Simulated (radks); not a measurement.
**S⁻ held by a Watson sphere**

Aim: the size and levels of S⁻ inside a shell of charge +1.32 and radius R, which stands for the Madelung well of a crystal, for several R.

Method: non-relativistic Kohn-Sham, r2SCAN, spin-polarised, spherical densities, point nucleus; open shells are filled with parallel spins first. Code: radks (a radial shooting solver on a logarithmic mesh, Libxc functionals) version 1.

### 1 Starting point

| Property | Result |
| --- | --- |
| element | sulfur (Z = 16) |
| charge | -1 |
| electrons | 17 |
| configuration | [Ne] 3s2 3p5 |

The outer shells:

S⁻
```
[Ne] core
3s [↑↓]
3p [↑↓][↑↓][↑ ]
```

### 2 R = 2.59 bohr

Input:

```text
Z 16
configuration [Ne] 3s2 3p5
relativity non-relativistic
functional r2scan,r2scan
spin polarised
nucleus point
watson charge 1.32 radius 2.59 bohr
```

### 3 R = 3.25 bohr

Changes since step 2:

```diff
@@ -6,2 +6,2 @@
 nucleus point
-watson charge 1.32 radius 2.59 bohr
+watson charge 1.32 radius 3.25 bohr
```

### 4 R = 3.54 bohr

Changes since step 3:

```diff
@@ -6,2 +6,2 @@
 nucleus point
-watson charge 1.32 radius 3.25 bohr
+watson charge 1.32 radius 3.54 bohr
```

### 5 R = 3.59 bohr

Changes since step 4:

```diff
@@ -6,2 +6,2 @@
 nucleus point
-watson charge 1.32 radius 3.54 bohr
+watson charge 1.32 radius 3.59 bohr
```

### 6 R = 3.69 bohr

Changes since step 5:

```diff
@@ -6,2 +6,2 @@
 nucleus point
-watson charge 1.32 radius 3.59 bohr
+watson charge 1.32 radius 3.69 bohr
```

What does the calculation give? Wanted: for each run, R; highest level; its <r>; sum of <r²>.

The runs gave:

```
R (bohr)  highest level (eV)  its <r> (bohr)  sum of <r²> (bohr²)
    2.59              -9.546           2.130                35.53
    3.25              -8.298           2.219                38.09
    3.54              -7.792           2.250                38.99
    3.59              -7.707           2.255                39.14
    3.69              -7.542           2.264                39.41
```

What this shows: From R = 2.59 to 3.69 bohr the top level moves from -9.546 to -7.542 eV and its mean radius from 2.13 to 2.26 bohr. A wider sphere makes a shallower well, so the ion swells.
